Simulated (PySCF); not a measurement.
# H5PSeSi: the cost of one run

The runs use PySCF 2.14.0, with density-fitted response routines of our own; the level of theory stands in each step. All values are computed, except where a source is named. Atoms are numbered from 0 throughout.

## Step 1: Starting geometry

8 atoms, charge 0, multiplicity 1; geometry from: GFN2-xTB. The atoms were then displaced at random by about 0.01 Å, so the start is not that level's minimum.

Bonds of the start (Å): P0–Si1 2.28, Si1–Se2 2.31, P0–H3 1.36, P0–H4 1.36, Si1–H5 1.46, Si1–H6 1.46, Se2–H7 1.44.

## Step 2: Geometry optimisation at PBE0-D3(BJ)/def2-SVP

What the job is given:

```
{"job": {"xc": "PBE0", "basis": "def2-SVP", "d3": "d3bj", "grid": 1, "shake": 0.01, "kind": "geom"}, "charge": 0, "multiplicity": 1}
P      1.743430    -0.084200    -0.365150
Si    -0.344900     0.815800    -0.238320
Se    -1.891590    -0.446820     0.917160
H      1.331870    -1.349020    -0.635330
H      1.836690    -0.319810     0.975190
H     -0.858350     1.009020    -1.593950
H     -0.290680     2.065290     0.518440
H     -1.471340    -1.709400     0.369500
```

On the command line:

```
> OMP_NUM_THREADS=1 python probes_run.py task.json out
```

This one command runs all jobs of the session in turn.

**Question.** How long does this first job take on 1 thread of Intel Xeon at 2.60GHz, shared host, and how much memory does it need?

About 26 s, with a peak of 0.4 GiB.
